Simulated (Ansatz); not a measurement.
# C7H10F2OTi: how energies converge with the basis set

An exercise on one series of results from a longer session: the logs are not shown, and one member is left open.

Computed with Ansatz 0.2.0, Gaussian basis. Level: one geometry, several basis sets.

Levels to be run: PBE0-D4/def2-SVP; ωB97M-V/def2-SVP; PBE0-D4/def2-QZVPP; ωB97M-V/def2-QZVPP; the functionals' def2-TZVPP values are taken from earlier runs.

### The relaxed structure

An earlier PBE0-D4 in a triple-zeta def2 set relaxation fixed the geometry.

SMILES `CC[C@@]12[C@H]3[C@H]4[C@H]5[C@@H]1[Ti]4532([OH])([F])[F]`, 21 atoms, charge 0, spin multiplicity 1.

Atoms are counted from 1 here; the program's logs count them from 0.

Bond lengths: C1–C2 1.519 Å, C1–H12 1.092 Å, C1–H13 1.093 Å, C1–H14 1.091 Å, C2–C3 1.495 Å, C2–H15 1.094 Å, C2–H16 1.097 Å, C3–C4 1.413 Å, C3–C7 1.417 Å, C3–Ti8 2.375 Å, C4–C5 1.412 Å, C4–Ti8 2.354 Å, C4–H17 1.079 Å, C5–C6 1.409 Å, C5–Ti8 2.349 Å, C5–H18 1.080 Å, C6–C7 1.407 Å, C6–Ti8 2.364 Å and more. Angles: C2–C1–H12 111.6°, C2–C1–H13 111.3°, C2–C1–H14 110.5°, H12–C1–H13 107.9°, H12–C1–H14 107.5°, H13–C1–H14 107.9°, C1–C2–C3 114.4°, C1–C2–H15 109.9°, C1–C2–H16 109.6°, C3–C2–H15 108.4°, C3–C2–H16 108.1°, H15–C2–H16 106.0°, C2–C3–C4 127.6°, C2–C3–C7 125.6°, C2–C3–Ti8 119.9°, C4–C3–C7 106.8°, C4–C3–Ti8 71.8°, C7–C3–Ti8 72.1° and more.

As a file:

```xyz
21
C7H10F2OTi
C     0.0674    2.0363   -1.7463
C    -0.1564    1.9604   -0.2456
C    -0.5725    0.6127    0.2506
C    -1.1475   -0.4402   -0.4959
C    -1.3479   -1.5448    0.3612
C    -0.9048   -1.1800    1.6479
C    -0.4193    0.1390    1.5773
Ti    0.9698   -1.1922    0.2073
O     1.3785   -2.7131    1.1180
F     2.2913   -0.0450    0.5517
F     1.2525   -1.5815   -1.5079
H    -0.8478    1.8161   -2.3006
H     0.8345    1.3288   -2.0700
H     0.3920    3.0377   -2.0339
H     0.7542    2.2576    0.2826
H    -0.9262    2.6841    0.0482
H    -1.3369   -0.4305   -1.5585
H    -1.7205   -2.5157    0.0695
H    -0.8629   -1.8280    2.5096
H     0.0520    0.6861    2.3815
H     2.2505   -3.0878    0.9534
```

The first run:

File in.yaml:

```yaml
crystal:
  periodic: [false, false, false]
  atoms:
    - {symbol: C, position_ang: [0.067427, 2.036291, -1.746346]}
    - {symbol: C, position_ang: [-0.156386, 1.960439, -0.245588]}
    - {symbol: C, position_ang: [-0.572545, 0.612743, 0.250554]}
    - {symbol: C, position_ang: [-1.147511, -0.440223, -0.495906]}
    - {symbol: C, position_ang: [-1.347867, -1.544787, 0.361164]}
    - {symbol: C, position_ang: [-0.904843, -1.180008, 1.647879]}
    - {symbol: C, position_ang: [-0.419271, 0.139011, 1.577311]}
    - {symbol: Ti, position_ang: [0.969804, -1.192206, 0.207292]}
    - {symbol: O, position_ang: [1.378489, -2.713065, 1.118020]}
    - {symbol: F, position_ang: [2.291323, -0.044954, 0.551660]}
    - {symbol: F, position_ang: [1.252487, -1.581524, -1.507893]}
    - {symbol: H, position_ang: [-0.847810, 1.816126, -2.300631]}
    - {symbol: H, position_ang: [0.834455, 1.328815, -2.069971]}
    - {symbol: H, position_ang: [0.391959, 3.037682, -2.033877]}
    - {symbol: H, position_ang: [0.754238, 2.257572, 0.282578]}
    - {symbol: H, position_ang: [-0.926204, 2.684061, 0.048227]}
    - {symbol: H, position_ang: [-1.336864, -0.430540, -1.558462]}
    - {symbol: H, position_ang: [-1.720459, -2.515705, 0.069473]}
    - {symbol: H, position_ang: [-0.862902, -1.827996, 2.509570]}
    - {symbol: H, position_ang: [0.051955, 0.686123, 2.381488]}
    - {symbol: H, position_ang: [2.250525, -3.087845, 0.953449]}
basis:
  gaussian: {orbitals: def2-SVP}
hamiltonian: {xc: pbe0, dispersion: d4}
output: {orbitals: {seedname: orbitals}}
```

The run is started by

```sh
$ ansatz run in.yaml --threads 4 --pin off --events-out ev --progress --plain --max-ram 66560MiB --backend cpu
```

Steps of the session up to this table: PBE0-D4 in def2-SVP; ωB97M-V in def2-SVP; PBE0-D4 in def2-QZVPP; ωB97M-V in def2-QZVPP.

One of the session's tables, all rows but one given; the rest of the session is left out.

It belongs to the step «Density functionals: the series». 

| functional | basis | HOMO (eV) | LUMO (eV) |
| --- | --- | --- | --- |
| PBE0-D4 | def2-SVP | -7.27 | -1.76 |
| PBE0-D4 | def2-TZVPP | ? | ? |
| PBE0-D4 | def2-QZVPP | -7.30 | -1.73 |
| ωB97M-V | def2-SVP | -9.34 | 0.47 |
| ωB97M-V | def2-TZVPP | -9.38 | 0.48 |
| ωB97M-V | def2-QZVPP | -9.38 | 0.44 |

**Question.** Estimate the row for PBE0-D4, def2-TZVPP.

As computed: HOMO (eV): -7.29; LUMO (eV): -1.72. In the column «HOMO (eV)» it lies between PBE0-D4, def2-QZVPP (-7.30) and PBE0-D4, def2-SVP (-7.27).
